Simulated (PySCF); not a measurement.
**CsNa (NaCs) at wB97M-V/def2-TZVP (core potential, nlc grid 1)**

Aim: the vertical ionisation energy of CsNa (NaCs) at wB97M-V/def2-TZVP (core potential, nlc grid 1), from 2 runs. 

Program for the calculation: PySCF 2.14.0.

## (1) Starting point

CsNa has 2 atoms, charge 0, and is taken as a singlet. As SMILES, `[Na][Cs]`. Geometry: relaxed at PBE0-D4/def2-TZVP.

Bond lengths: Na1–Cs2 3.905 Å.

## (2) The energy at wB97M-V/def2-TZVP (core potential, nlc grid 1)

Contents of job.py:

```python
from pyscf import gto, dft

molecule = gto.Mole()
molecule.atom = [
    ('Na', (0.000000, 0.000000, -0.259290)),
    ('Cs', (-0.000000, -0.000000, 3.645610)),
]
molecule.verbose = 3
molecule.ecp = {'Cs': 'def2-svp'}
molecule.basis = 'def2-tzvp'
molecule.spin = 0
molecule.max_memory = 1860
molecule.build()

mf = dft.RKS(molecule, xc='wb97m-v')
mf.conv_tol = 1e-10
mf.grids.level = 2
mf.nlcgrids.level = 1
mf.kernel()
if not mf.converged:
    mf = mf.newton().run(mf.mo_coeff, mf.mo_occ)

etot = mf.e_tot
print('E(%s) = %.9f' % ('WB97M-V', etot))
```

Started as:

```sh
$ OMP_NUM_THREADS=1 python job.py
```

The log of the run:

```text
converged SCF energy = -182.348803514824
E(WB97M-V) = -182.348803515
```

Wall time 14 s (1 thread of Arm Neoverse V1, shared host); peak memory 0.2 GiB.

## (3) The doublet cation

Contents of input.xyz:

```xyz
2

Na     0.000000     0.000000    -0.259290
Cs     0.000000     0.000000     3.645610
```

Contents of calc.py:

```python
from pyscf import gto, dft

system = gto.M(
    atom='input.xyz',
    basis='def2-tzvp',
    spin=1,
    max_memory=1860,
    verbose=4,
    charge=1,
    ecp={'Cs': 'def2-svp'},
)

ks = dft.UKS(system)
ks.xc = 'wb97m-v'
ks.conv_tol = 1e-10
ks.nlcgrids.level = 1
ks.grids.level = 2
ks.kernel()
if not ks.converged:
    ks = ks.newton().run(ks.mo_coeff, ks.mo_occ)

e_final = ks.e_tot
print(f'total energy: {e_final:.8f} hartree')
```

Started as:

```sh
$ OMP_NUM_THREADS=1 python calc.py
```

The log of the run:

```text
PySCF version 2.14.0

[INPUT] num. atoms = 2
[INPUT] num. electrons = 19
[INPUT] charge = 1
[INPUT] spin (= nelec alpha-beta = 2S) = 1
[INPUT] symmetry False subgroup None
[INPUT] Mole.unit = angstrom
[INPUT] Symbol           X                Y                Z      unit          X                Y                Z       unit  Magmom
[INPUT]  1 Na     0.000000000000   0.000000000000  -0.259290000000 AA    0.000000000000   0.000000000000  -0.489987086838 Bohr   0.0
[INPUT]  2 Cs     0.000000000000   0.000000000000   3.645610000000 AA    0.000000000000   0.000000000000   6.889204456976 Bohr   0.0

nuclear repulsion = 13.4161038390433
number of shells = 23
number of NR pGTOs = 93
number of NR cGTOs = 61
basis = def2-tzvp
ecp = {'Cs': 'def2-svp'}

[... 44 lines left out ...]
WARN: HOMO -0.233074238133185 >= LUMO -0.233074238133181
[... 46 lines left out ...]
converged SCF energy = -182.194244138606  <S^2> = 0.75006241  2S+1 = 2.0000624
total energy: -182.19424414 hartree
```

Wall time 15 s (1 thread of Arm Neoverse V1, shared host); peak memory 0.2 GiB.

## (4) Outcome

At wB97M-V/def2-TZVP (core potential, nlc grid 1):

| quantity | value |
| --- | --- |
| singlet CsNa: total energy | -182.34880 Eh |
| singlet CsNa: dipole moment | 5.60 D |
| singlet CsNa: HOMO energy | -4.06 eV |
| singlet CsNa: LUMO energy | -0.41 eV |
| singlet CsNa: HOMO–LUMO gap | 3.65 eV |
| doublet cation: total energy | -182.19424 Eh |
| doublet cation: HOMO energy (highest over α and β) | -8.59 eV |
| doublet cation: LUMO energy (lowest over α and β) | -3.93 eV |
| doublet cation: ⟨S²⟩ | 0.750 |
| vertical ionisation energy (to the doublet cation) | 4.206 eV |

The vertical ionisation energy comes to 4.21 eV (406 kJ/mol). −ε(HOMO) before ionisation, 4.06 eV, is 0.14 eV below this ionisation energy.
